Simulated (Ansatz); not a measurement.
**H2SSeSi (SMILES S=[SiH][SeH]): single points off equilibrium**

The task here is to estimate one member of a computed series from the others.

The runs use Ansatz 0.2.0, Gaussian basis; single points in def2-TZVPP.

Correlated methods freeze the cores. Filled d shells of the heavier atoms are correlated.

## Where the work starts

SMILES `S=[SiH][SeH]`, 5 atoms, charge 0, spin multiplicity 1.

Atoms are counted from 1 here; the program's logs count them from 0.

Bond lengths: S1–Si2 2.021 Å, Si2–Se3 2.333 Å, Si2–H4 1.547 Å, Se3–H5 1.485 Å. Angles: S1–Si2–Se3 124.1°, S1–Si2–H4 131.0°, Se3–Si2–H4 105.0°, Si2–Se3–H5 94.4°.

As a file:

```mol
H2SSeSi
  3D, bonds by distance, orders not assigned

  5  4  0  0  0  0  0  0  0  0999 V2000
   -2.2152    0.1220    0.9178 S   0  0
   -0.4531   -0.5312    0.1737 Si  0  0
    1.5569    0.6385    0.3584 Se  0  0
   -0.0931   -1.8270   -0.5899 H   0  0
    1.2752    1.5339   -0.7923 H   0  0
  1  2  8  0
  2  3  8  0
  2  4  8  0
  3  5  8  0
M  END
```

Set-up of the first run:

The input, run/in.yaml:

```yaml
crystal:
  periodic: [false, false, false]
  atoms:
    - {symbol: S, position_ang: [-2.215200, 0.122000, 0.917800]}
    - {symbol: Si, position_ang: [-0.453100, -0.531200, 0.173700]}
    - {symbol: Se, position_ang: [1.556900, 0.638500, 0.358400]}
    - {symbol: H, position_ang: [-0.093100, -1.827000, -0.589900]}
    - {symbol: H, position_ang: [1.275200, 1.533900, -0.792300]}
basis:
  gaussian: {orbitals: def2-TZVPP}
correlation: {method: ccsd_t}
output: {forces: true}
```

No record of the launch command was kept for these runs.

Steps of the session up to this table: CCSD(T)/def2-TZVPP; PBE0-D4/def2-TZVPP; wB97M-V/def2-TZVPP; r2SCAN-D4/def2-TZVPP; PBE-D4/def2-TZVPP; revPBE-D4/def2-TZVPP; LC-wPBE/def2-TZVPP.

One table of the session follows, with a row left open; its other results are not shown here.

```
   method  RMS force component (eV/Å)  angle to CCSD(T) forces (°)  dipole (D)
  CCSD(T)                       0.630                    reference        2.19
  PBE0-D4                       0.717                          9.3        2.43
  wB97M-V                       0.786                          7.0        2.49
r2SCAN-D4                       0.667                          7.6        2.32
   PBE-D4                           ?                            ?           ?
revPBE-D4                       0.507                         16.0        2.17
  LC-wPBE                       0.939                         11.6        2.76
```

Q: Estimate the row for PBE-D4 from the others.

**Answer.** RMS force component (eV/Å): 0.532; angle to CCSD(T) forces (°): 14.9; dipole (D): 2.17. In the column «RMS force component (eV/Å)» it lies between revPBE-D4 (0.507) and CCSD(T) (0.630).
